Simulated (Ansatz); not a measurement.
**C2H3ClFI: one species, many methods**

One table from this session's results is given with a row withheld; the runs are named, their logs left out.

The runs use Ansatz 0.2.0, Gaussian basis; functionals in def2-TZVPP, the program's frozen cores in correlated methods.

Levels to be run: LDA (SPW92), PBE-D4, revPBE-D4, BLYP-D4, r2SCAN-D4, B97M-V, PBE0-D4, B3LYP-D4, r2SCANh-D4, r2SCAN0-D4, HSE06-D4, BHLYP-D4, CAM-B3LYP-D4, LC-ωPBE, ωB97X-V, ωB97M-V, B2PLYP, PBE-QIDH; CCSD(T)/def2-SVP; CCSD(T)/def2-TZVPP; MP2/def2-QZVPP; extrapolation to the limit; RPA on PBE.

## The geometry

An earlier PBE0-D4 in a triple-zeta def2 set relaxation fixed the geometry. I takes the def2 core potential; no spin-orbit term is included.

SMILES `CC(F)(Cl)I`, 8 atoms, charge 0, spin multiplicity 1.

Atoms are counted from 1 here; the program's logs count them from 0.

Bond lengths: C1–C2 1.502 Å, C1–H6 1.090 Å, C1–H7 1.088 Å, C1–H8 1.093 Å, C2–F3 1.349 Å, C2–Cl4 1.769 Å, C2–I5 2.171 Å. Angles: C2–C1–H6 109.3°, C2–C1–H7 110.4°, C2–C1–H8 108.6°, H6–C1–H7 109.5°, H6–C1–H8 109.6°, H7–C1–H8 109.5°, C1–C2–F3 110.1°, C1–C2–Cl4 111.2°, C1–C2–I5 110.7°, F3–C2–Cl4 107.9°, F3–C2–I5 107.2°, Cl4–C2–I5 109.6°.

Set-up of the first run:

The input, in.yaml:

```yaml
crystal:
  periodic: [false, false, false]
  atoms:
    - {symbol: C, position_ang: [-0.277428, -0.397787, 0.692736]}
    - {symbol: C, position_ang: [0.343545, 0.221789, -0.525912]}
    - {symbol: F, position_ang: [1.670563, 0.378623, -0.341267]}
    - {symbol: Cl, position_ang: [0.109382, -0.798483, -1.952193]}
    - {symbol: I, position_ang: [-0.491631, 2.191688, -0.895317]}
    - {symbol: H, position_ang: [-0.097018, 0.243732, 1.555681]}
    - {symbol: H, position_ang: [-1.348917, -0.522555, 0.550697]}
    - {symbol: H, position_ang: [0.183605, -1.374107, 0.859674]}
basis:
  gaussian: {orbitals: def2-TZVPP}
hamiltonian: {xc: lda}
output: {orbitals: {seedname: orbitals}}
```

Steps of the session up to this table: LDA; PBE-D4 (GGA); revPBE-D4 (GGA); BLYP-D4 (GGA); r2SCAN-D4 (meta-GGA); B97M-V (meta-GGA); PBE0-D4 (hybrid); B3LYP-D4 (hybrid); r2SCANh-D4 (hybrid); r2SCAN0-D4 (hybrid); HSE06-D4 (hybrid); BHLYP-D4 (hybrid); CAM-B3LYP-D4 (range-separated); LC-ωPBE-D4 (range-separated; the results give it without D4); ωB97X-V (range-separated); ωB97M-V (range-separated); B2PLYP (double hybrid); PBE-QIDH (double hybrid).

One of the session's tables, all rows but one given; the rest of the session is left out.

It belongs to the step «Orbital energies across the functionals». 

| functional | HOMO (eV) | LUMO (eV) | gap (eV) |
| --- | --- | --- | --- |
| LDA (SPW92) | -6.63 | -2.76 | 3.86 |
| PBE-D4 | -6.46 | -2.55 | 3.91 |
| revPBE-D4 | -6.40 | -2.46 | 3.94 |
| BLYP-D4 | ? | ? | ? |
| r2SCAN-D4 | -6.76 | -2.43 | 4.33 |
| B97M-V | -6.80 | -2.34 | 4.46 |
| PBE0-D4 | -7.66 | -1.67 | 5.99 |
| B3LYP-D4 | -7.41 | -1.92 | 5.49 |
| r2SCANh-D4 | -7.20 | -2.10 | 5.10 |
| r2SCAN0-D4 | -7.85 | -1.61 | 6.25 |
| HSE06-D4 | -7.26 | -2.05 | 5.21 |
| BHLYP-D4 | -8.69 | -0.71 | 7.98 |
| CAM-B3LYP-D4 | -8.96 | -0.61 | 8.35 |
| LC-ωPBE | -10.33 | 0.56 | 10.89 |
| ωB97X-V | -9.97 | 0.46 | 10.43 |
| ωB97M-V | -9.84 | 0.35 | 10.18 |

Estimate the missing values for BLYP-D4.

Worked estimate for «HOMO (eV)». Against the share of exact exchange, B3LYP-D4 (0.2, -7.41), BHLYP-D4 (0.5, -8.69) give a slope of -4.27 per unit share; at 0 the line stands at -6.56.

As computed: HOMO (eV): -6.29; LUMO (eV): -2.45; gap (eV): 3.83. In «HOMO (eV)» the line misses by -0.27.
